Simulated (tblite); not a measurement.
# C6H14N2Si: the cost of one run

The runs use tblite 0.8.0 and PySCF 2.14.0, with density-fitted response routines of our own; the level of theory stands in each step. All values are computed, except where a source is named. Atoms are numbered from 0 throughout.

### 1 The molecule as given

23 atoms, charge 0, multiplicity 1; geometry from: force field or distance geometry start.

Bonds of the start (Å): C0–C1 1.50, C1–C2 1.51, C1–C3 1.49, C3–N4 1.44, N4–C5 1.47, C5–Si6 1.86, Si6–C7 1.84, C7–N8 1.17, C0–H9 1.11, C0–H10 1.10, C0–H11 1.13, C1–H12 1.13, C2–H13 1.10, C2–H14 1.12, C2–H15 1.12, C3–H16 1.10, C3–H17 1.14, N4–H18 1.03, C5–H19 1.09, C5–H20 1.11, Si6–H21 1.46, Si6–H22 1.47.

### 2 Relaxing the molecule with GFN2-xTB

What the job is given:

```
{"job": {"kind": "relax", "xc": "GFN2-xTB", "basis": "xTB"}, "charge": 0, "multiplicity": 1}
C     -2.168600     1.370200     0.190800
C     -1.712800     0.018900     0.639600
C     -2.831900    -0.966000     0.408400
C     -0.521800    -0.492400    -0.088200
N      0.664900     0.323200     0.024800
C      1.645900    -0.419600    -0.785500
Si     3.298500     0.424700    -0.838900
C      4.247200    -0.002100     0.684500
N      4.852500    -0.273600     1.645500
H     -2.489700     1.361400    -0.874400
H     -1.441400     2.176500     0.368700
H     -3.081500     1.614900     0.806400
H     -1.567000     0.073900     1.756000
H     -3.630100    -0.886000     1.167800
H     -3.209800    -0.802200    -0.631700
H     -2.382000    -1.986300     0.402100
H     -0.753800    -0.580500    -1.156600
H     -0.257900    -1.506600     0.354800
H      0.985300     0.456200     0.992900
H      1.252000    -0.496600    -1.800900
H      1.766200    -1.386600    -0.262500
H      3.243000     1.863200    -1.053500
H      4.088000    -0.139300    -1.940200
```

Command:

```
$ OMP_NUM_THREADS=1 python probes_run.py task.json out
```

One launch serves the whole session: the jobs run in the order shown.

**Question.** How long does this first job take on 1 thread of Arm Neoverse V1, shared host?

About 1.5 s.
